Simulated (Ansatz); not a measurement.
# C2H7AlN2Si: one species, many methods

Aim: compute C2H7AlN2Si with functionals from several rungs and with coupled cluster. The yardstick is the atomisation energy at the CCSD(T) limit.

The runs use Ansatz 0.2.0, Gaussian basis; functionals in def2-TZVPP, the program's frozen cores in correlated methods.

The runs, in order: PBE-D4, r2SCAN-D4, PBE0-D4, B3LYP-D4, ωB97X-V, ωB97M-V, B2PLYP; CCSD(T)/def2-TZVPP; MP2/def2-QZVPP; extrapolation to the limit.

### Step 1. The geometry

All runs share one geometry, relaxed beforehand with PBE0-D4 in a triple-zeta def2 set.

13 atoms, charge 0, spin multiplicity 1.

Atoms are counted from 1 here; the program's logs count them from 0.

Bond lengths: Si1–N2 1.717 Å, Si1–H7 1.493 Å, Si1–H8 1.489 Å, Si1–H9 1.486 Å, N2–C3 1.405 Å, N2–H10 1.007 Å, C3–C4 1.331 Å, C3–H11 1.085 Å, C4–N5 1.453 Å, C4–Al6 1.859 Å, N5–Al6 1.746 Å, N5–H12 1.008 Å, Al6–H13 1.568 Å. Angles: N2–Si1–H7 114.3°, N2–Si1–H8 109.8°, N2–Si1–H9 106.9°, H7–Si1–H8 106.8°, H7–Si1–H9 108.7°, H8–Si1–H9 110.5°, Si1–N2–C3 124.9°, Si1–N2–H10 119.4°, C3–N2–H10 115.0°, N2–C3–C4 124.8°, N2–C3–H11 115.5°, C4–C3–H11 119.7°, C3–C4–N5 130.2°, C3–C4–Al6 167.6°, N5–C4–Al6 62.2°, C4–N5–Al6 70.4°, C4–N5–H12 123.0°, Al6–N5–H12 163.3° and more.

Coordinates:

```xyz
13
charge 0, multiplicity 1
Si    0.89639   -2.32231    0.49311
N     0.27711   -0.72603    0.62524
C    -0.66799   -0.15614   -0.24445
C    -0.77876    1.14518   -0.49936
N     0.00678    2.26691   -0.01327
Al   -1.25873    2.85031   -1.06463
H     1.77391   -2.54573   -0.69365
H    -0.22865   -3.29112    0.38331
H     1.68649   -2.58126    1.72490
H     0.70378   -0.08180    1.27091
H    -1.35784   -0.85442   -0.70566
H     0.88159    2.15442    0.47429
H    -1.91368    4.10729   -1.73594
```

### Step 2. PBE-D4 (GGA)

Contents of in.yaml:

```yaml
crystal:
  periodic: [false, false, false]
  atoms:
    - {symbol: Si, position_ang: [0.896387, -2.322305, 0.493106]}
    - {symbol: N, position_ang: [0.277112, -0.726026, 0.625244]}
    - {symbol: C, position_ang: [-0.667987, -0.156142, -0.244447]}
    - {symbol: C, position_ang: [-0.778757, 1.145183, -0.499359]}
    - {symbol: N, position_ang: [0.006777, 2.266910, -0.013268]}
    - {symbol: Al, position_ang: [-1.258735, 2.850308, -1.064635]}
    - {symbol: H, position_ang: [1.773912, -2.545732, -0.693649]}
    - {symbol: H, position_ang: [-0.228652, -3.291117, 0.383312]}
    - {symbol: H, position_ang: [1.686488, -2.581260, 1.724902]}
    - {symbol: H, position_ang: [0.703782, -0.081804, 1.270907]}
    - {symbol: H, position_ang: [-1.357843, -0.854422, -0.705656]}
    - {symbol: H, position_ang: [0.881594, 2.154420, 0.474286]}
    - {symbol: H, position_ang: [-1.913678, 4.107288, -1.735943]}
basis:
  gaussian: {orbitals: def2-TZVPP}
hamiltonian: {xc: pbe, dispersion: d4}
output: {forces: true, orbitals: {seedname: orbitals}}
```

Command:

```console
ansatz run in.yaml --threads 4 --pin off --events-out ev --progress --plain --max-ram 10444MiB
```

The runs that follow: r2SCAN-D4 (meta-GGA); PBE0-D4 (hybrid); B3LYP-D4 (hybrid); ωB97X-V (range-separated); ωB97M-V (range-separated); B2PLYP (double hybrid); CCSD(T) in def2-TZVPP; MP2 in def2-QZVPP.

Q: Predict the results of all the runs planned. Wanted: atomisation energy, CCSD(T)/CBS; farthest; mean size of error, hybrid; mean size of error, range-separated; gap, smallest and largest; T1 diagnostic; triples share of the correlation energy.

As calculated:

| quantity | value |
| --- | --- |
| atomisation energy, CCSD(T)/CBS | 4540.0 kJ/mol |
| functionals within 22.7 kJ/mol (0.5 %) | r2SCAN-D4, PBE0-D4, B3LYP-D4 |
| farthest | PBE-D4 (+116.8 kJ/mol) |
| mean size of error, hybrid | 16.4 kJ/mol |
| mean size of error, range-separated | 28.3 kJ/mol |
| gap, smallest and largest | 2.05 eV (PBE-D4), 7.85 eV (ωB97X-V) |
| T1 diagnostic | 0.0143 |
| triples share of the correlation energy | 4.4 % |

**Reading.** PBE-D4 is off by +116.8 kJ/mol. Double hybrids carry the basis error of their MP2 part in triple zeta, and no dispersion term here, so their miss is partly the set-up's. Misses under about 22.7 kJ/mol are within the doubt on the reference itself, which lacks core-valence correlation, relativity and higher excitations. Hartree-Fock recovers 68 % of the binding; the rest is correlation. Orbital gaps span 2.1 to 7.8 eV; exact exchange widens them.
